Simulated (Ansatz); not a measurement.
Runs of Ansatz 0.2.0 on Ta3Cu. Symmetry: I4/mmm, No. 139, tetragonal system. The conventional cell has a = 4.013 Å, b = 4.013 Å, c = 8.416 Å, α = 90.00°, β = 90.00°, γ = 90.00°. Ta (site symmetry 4/mmm) has 4 Cu at 2.84 Å and 8 Ta at 2.91 Å as nearest neighbours. Ta (site symmetry -4m2) is surrounded by 8 Ta at 2.84 to 2.91 Å and 4 Cu at 2.91 Å. Cu (site symmetry 4/mmm) has 12 Ta at 2.84 to 2.91 Å as nearest neighbours. The cell comes from a database or a generator and needn't be the stable form of this composition.

```csv
task,level,spin,cell,points for each segment of the path,gap on the mesh (eV),pressure (GPa),relaxed volume (Å³/atom)
single point,PBE,off,as given,-,none,0.4,-
band structure,PBE,off,as given,14,none,0.4,-
relaxation of cell and atoms,BLYP,off,relaxed,-,none,0.0,17.58
relaxation of cell and atoms,revPBE,off,relaxed,-,none,0.0,(a)
band structure,PBEsol,"SOC, no magnetisation",as given,14,none,-6.5,-
```

Alike in all rows: potentials or basis Ansatz PAW; k mesh 7 × 7 × 7; cutoff (eV) 420; smearing fermi-dirac 0.05 eV.

Q: Estimate the missing entries.

A: (a) 17.22.

Caveats: the PAW data sets come from PBE, with cores solved anew for the run's functional, which leaves a small shift of forces and pressure (some runs); the plane-wave basis is chosen anew once the cell has moved, so the energies of steps on either side of that aren't comparable (some runs); spin-orbit coupling is left out, which moves the levels of the heavy elements (some runs).

A k mesh can miss the band edges, and rows without SOC leave out spin-orbit coupling on Ta.

A gap of «none» marks a metal or a gap under the smearing width.
